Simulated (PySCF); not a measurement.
Runs of PySCF 2.14.0 on NCBF2. The cell holds a molecule in a box, 5 atoms: a = 12.000 Å, b = 13.000 Å, c = 11.000 Å, α = 90.00°, β = 90.00°, γ = 90.00°. 

```tsv
task	level	frozen core bands	conv_tol	exxdiv	grid for exchange and correlation	three-centre integrals	gap on the mesh (eV)
excitation energies (Tamm-Dancoff)	PBE0	5	1e-08 Ha	ewald	Becke, atom-centred	read from an earlier run's file	8.54
atomic charges	BLYP+D3(BJ)	-	1e-07 Ha	-	Becke, atom-centred	read from an earlier run's file	(b)
MP2 correlation energy	HF	5	1e-08 Ha	ewald	-	read from an earlier run's file	15.98
atomic charges	B3LYP	-	1e-07 Ha	ewald	Becke, atom-centred	read from an earlier run's file	8.00
atomic charges	PBE	-	1e-07 Ha	-	Becke, atom-centred	-	5.92
atomic charges	PBE50	-	1e-07 Ha	ewald	Becke, atom-centred	read from an earlier run's file	11.05
atomic charges	HSE03+D3	-	1e-07 Ha	ewald	Becke, atom-centred	read from an earlier run's file	(a)
```

Alike in all rows: potentials or basis pob-tzvp-rev2 (all-electron); no spin polarisation; cell as given; k mesh 1 × 1 × 1; smearing fixed.

Q: Estimate the missing entries.

A: (a) 7.76; (b) 5.98.

Caveats: this is a molecule in a periodic box at the Γ point, so its band gap is the HOMO-LUMO gap; the basis of atomic orbitals isn't converged, which shifts pressures, moduli and gaps; the basis is small and the box finite, so much correlation energy is missing and levels can be off by tenths of an eV (some runs); the iterative solver can pass over a root and still report convergence (some runs); this program's HSE differs a little from the usual definition (some runs).

